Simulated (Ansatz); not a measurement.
# F2H4OW: the cost of one run

Program: Ansatz 0.2.0. Level of theory: RKS PBE/def2-SVP. These are calculated values, not measurements.

## (1) The starting structure

Bond lengths: W1–O2 1.940 Å, O2–H3 1.010 Å, W1–H4 1.720 Å, W1–F5 1.850 Å, W1–H6 1.720 Å, W1–H7 1.720 Å, W1–F8 1.850 Å. Angles (14 of 16 angles, heavy atoms first): O2–W1–F5 90.0°, O2–W1–F8 180.0°, F5–W1–F8 90.0°, W1–O2–H3 109.5°, O2–W1–H4 90.0°, O2–W1–H6 90.0°, O2–W1–H7 90.0°, H4–W1–F5 90.0°, H4–W1–F8 90.0°, F5–W1–H6 90.0°, F5–W1–H7 180.0°, H6–W1–F8 90.0°, H7–W1–F8 90.0°, H4–W1–H6 180.0°.

As a file:

```xyz
8

W     0.0000    0.0000    0.0000
O     0.0000    0.0000    1.9400
H    -0.9095   -0.2814    2.2771
H     1.7200    0.0000    0.0000
F     0.0000    1.8500    0.0000
H    -1.7200    0.0000    0.0000
H     0.0000   -1.7200    0.0000
F     0.0000    0.0000   -1.8500
```

## (2) Relaxing the start

File input.yaml:

```yaml
crystal:
  periodic: [false, false, false]
  atoms:
    - { symbol: W, position_ang: [0.0, 0.0, 0.0] }
    - { symbol: O, position_ang: [0.0, 0.0, 1.94] }
    - { symbol: H, position_ang: [-0.9095, -0.2814, 2.2771] }
    - { symbol: H, position_ang: [1.72, 0.0, 0.0] }
    - { symbol: F, position_ang: [0.0, 1.85, 0.0] }
    - { symbol: H, position_ang: [-1.72, 0.0, 0.0] }
    - { symbol: H, position_ang: [0.0, -1.72, 0.0] }
    - { symbol: F, position_ang: [0.0, 0.0, -1.85] }
basis:
  gaussian: { orbitals: def2-SVP }
hamiltonian:
  xc: pbe
relax:
  f_tol: 0.02
  max_steps: 40
```

Command:

```
> ansatz run input.yaml --threads 1 --pin off --max-ram 2048MiB --backend cpu --events-out ev --progress --plain --runs-dir out
```

**Question.** How long does this run take on 1 thread of Arm Neoverse V1, shared host, and how much memory does it need?

About 59 s, with a peak of 0.13 GiB.
